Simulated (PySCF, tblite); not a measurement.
# C₂H₉FSSi₂: geometry, infrared bands and NMR shifts

Wanted: the infrared bands and NMR shifts of C₂H₉FSSi₂ (`F[C@H](C[SiH3])[SiH2]S`), by calculation.

Programs: tblite 0.8.0 and PySCF 2.14.0, with density-fitted response routines of our own. Each step states its level of theory. These are calculated values for one molecule in the gas phase, unless marked as measured. Atoms count from 0, in the outputs and in this text.

## (1) The molecule as given

15 atoms, charge 0, multiplicity 1; geometry from: force field or distance geometry start.

Bonds of the start (Å): F0–C1 1.38, C1–C2 1.53, C2–Si3 1.86, C1–Si4 1.87, Si4–S5 2.16, C1–H6 1.09, C2–H7 1.09, C2–H8 1.10, Si3–H9 1.47, Si3–H10 1.49, Si3–H11 1.49, Si4–H12 1.49, Si4–H13 1.48, S5–H14 1.34.

## (2) Optimising the geometry with GFN2-xTB

Job settings and geometry (Å):

```
{"job": {"kind": "relax", "xc": "GFN2-xTB", "basis": "xTB"}, "charge": 0, "multiplicity": 1}
F      0.245100    -2.081700    -0.204000
C     -0.311500    -0.894100    -0.641000
C      0.849400     0.042200    -1.000800
Si     2.088400     0.475700     0.310800
Si    -1.597400    -0.359100     0.612900
S     -2.517800     1.474400    -0.053200
H     -0.842600    -1.135800    -1.560500
H      1.411900    -0.420900    -1.813400
H      0.440100     0.977300    -1.408400
H      3.132500     1.353500    -0.241900
H      1.413900     1.185400     1.428100
H      2.730100    -0.758200     0.857400
H     -2.687000    -1.360600     0.753500
H     -1.010800    -0.103600     1.945300
H     -3.348800     1.613500     0.993400
```

The run is started by

```
$ OMP_NUM_THREADS=1 python probes_run.py task.json out
```

This one command runs all jobs of the session in turn.

**Question.** This job is followed by: GFN2-xTB harmonic vibrations, gas phase; GIAO PBE0/pcSseg-1 NMR shielding, non-relativistic, gas phase. Predict these results of the whole session: strongest single infrared mode (GFN2-xTB); zero-point energy (GFN2-xTB); ¹³C shifts against TMS (PBE0/pcSseg-1); ¹H shifts against TMS (PBE0/pcSseg-1, means over atoms taken as alike); ¹⁹F shifts against CFCl3 (PBE0/pcSseg-1); ²⁹Si shifts against TMS (PBE0/pcSseg-1); ³³S shifts against CS2 (PBE0/pcSseg-1).

**Answer**, as computed:

| quantity | value |
| --- | --- |
| strongest single infrared mode (GFN2-xTB) | 2267 cm⁻¹, 346 km/mol |
| zero-point energy (GFN2-xTB) | 60.2 kcal/mol |
| ¹³C shifts against TMS (PBE0/pcSseg-1) | 88.9, 15.3 ppm |
| ¹H shifts against TMS (PBE0/pcSseg-1, means over atoms taken as alike) | 5.64, 4.99, 4.90, 3.97, 1.87, 1.11, -0.12 ppm |
| ¹⁹F shifts against CFCl3 (PBE0/pcSseg-1) | -240.8 ppm |
| ²⁹Si shifts against TMS (PBE0/pcSseg-1) | -39.1, -82.5 ppm |
| ³³S shifts against CS2 (PBE0/pcSseg-1) | -284 ppm |

In words: The optimisation took 52 steps and gained 0.136 eV; among the close pairs (by a distance rule), C2–Si3 changed most, from 1.856 to 1.908 Å. No mode is imaginary among the 39: a minimum at this level. The strongest single mode, at 2267 cm⁻¹, moves mainly H9. Unscaled tight-binding wavenumbers are off by several per cent, some by more. Its intensities can rank the bands wrongly. The most deshielded carbon is C1 (sp3 CH bonded to F and Si), at 88.9 ppm: pulled downfield by the heteroatom. H6 (hydrogen on an sp3 CH bonded to F and Si) lies farthest downfield among hydrogen, at 5.64 ppm; its carbon carries F, which withdraws density. At PBE0/pcSseg-1: The widest tensor belongs to S5: span 286 ppm, with a paramagnetic part of -270 ppm.
